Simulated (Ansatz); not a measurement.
# CH2ClNOSn: one species, many methods

One table from this session's results is given with a row withheld; the runs are named, their logs left out.

Method: functionals in def2-TZVPP, the program's frozen cores in correlated methods; program: Ansatz 0.2.0, Gaussian basis.

Levels to be run: LDA (SPW92), PBE-D4, revPBE-D4, BLYP-D4, r2SCAN-D4, B97M-V, PBE0-D4, B3LYP-D4, r2SCANh-D4, r2SCAN0-D4, HSE06-D4, BHLYP-D4, CAM-B3LYP-D4, LC-ωPBE, ωB97X-V, ωB97M-V, B2PLYP, PBE-QIDH; CCSD(T)/def2-SVP; CCSD(T)/def2-TZVPP; MP2/def2-QZVPP; extrapolation to the limit; RPA on PBE.

## The geometry

The geometry comes from an earlier relaxation with PBE0-D4 in a triple-zeta def2 set; it is a stationary point, not always the lowest conformer. Sn takes the def2 core potential; no spin-orbit term is included.

SMILES `O=C=[N][SnH2][Cl]`, 7 atoms, charge 0, spin multiplicity 1.

Atoms are counted from 1 here; the program's logs count them from 0.

Bond lengths: O1–C2 1.165 Å, C2–N3 1.203 Å, N3–Sn4 2.008 Å, Sn4–Cl5 2.319 Å, Sn4–H6 1.693 Å, Sn4–H7 1.693 Å. Angles: O1–C2–N3 176.3°, C2–N3–Sn4 137.3°, N3–Sn4–Cl5 106.6°, N3–Sn4–H6 107.1°, N3–Sn4–H7 107.1°, Cl5–Sn4–H6 108.5°, Cl5–Sn4–H7 108.5°, H6–Sn4–H7 118.5°.

The first run:

Input file in.yaml:

```yaml
crystal:
  periodic: [false, false, false]
  atoms:
    - {symbol: O, position_ang: [-0.337862, -2.797820, -1.055766]}
    - {symbol: C, position_ang: [-0.098084, -1.895335, -0.359666]}
    - {symbol: N, position_ang: [0.169555, -1.013442, 0.414228]}
    - {symbol: Sn, position_ang: [0.155449, 0.994222, 0.425353]}
    - {symbol: Cl, position_ang: [-0.627366, 1.662833, -1.653124]}
    - {symbol: H, position_ang: [-0.963166, 1.477657, 1.601064]}
    - {symbol: H, position_ang: [1.762673, 1.503986, 0.582312]}
basis:
  gaussian: {orbitals: def2-TZVPP}
hamiltonian: {xc: lda}
output: {orbitals: {seedname: orbitals}}
```

Steps of the session up to this table: LDA; PBE-D4 (GGA); revPBE-D4 (GGA); BLYP-D4 (GGA); r2SCAN-D4 (meta-GGA); B97M-V (meta-GGA); PBE0-D4 (hybrid); B3LYP-D4 (hybrid); r2SCANh-D4 (hybrid); r2SCAN0-D4 (hybrid); HSE06-D4 (hybrid); BHLYP-D4 (hybrid); CAM-B3LYP-D4 (range-separated); LC-ωPBE-D4 (range-separated; the results give it without D4); ωB97X-V (range-separated); ωB97M-V (range-separated); B2PLYP (double hybrid); PBE-QIDH (double hybrid).

One of the session's tables, all rows but one given; the rest of the session is left out.

It belongs to the step «Frontier levels by functional». 

| functional | HOMO (eV) | gap (eV) |
| --- | --- | --- |
| LDA (SPW92) | -7.36 | 4.86 |
| PBE-D4 | -7.17 | 4.93 |
| revPBE-D4 | -7.10 | 4.95 |
| BLYP-D4 | -7.03 | 4.84 |
| r2SCAN-D4 | -7.49 | 5.52 |
| B97M-V | -7.52 | 5.57 |
| PBE0-D4 | -8.56 | 7.23 |
| B3LYP-D4 | -8.31 | 6.68 |
| r2SCANh-D4 | ? | ? |
| r2SCAN0-D4 | -8.78 | 7.63 |
| HSE06-D4 | -8.16 | 6.46 |
| BHLYP-D4 | -9.84 | 9.43 |
| CAM-B3LYP-D4 | -9.92 | 9.57 |
| LC-ωPBE | -11.26 | 12.13 |
| ωB97X-V | -10.90 | 11.65 |
| ωB97M-V | -10.78 | 11.33 |

**Question.** Estimate the row for r2SCANh-D4.

Worked estimate for «HOMO (eV)». Against the share of exact exchange, r2SCAN-D4 (0, -7.49), r2SCAN0-D4 (0.25, -8.78) give a slope of -5.16 per unit share; at 0.1 the line stands at -8.01.

As computed: HOMO (eV): -8.00; gap (eV): 6.37. In «HOMO (eV)» the line misses by -0.01.
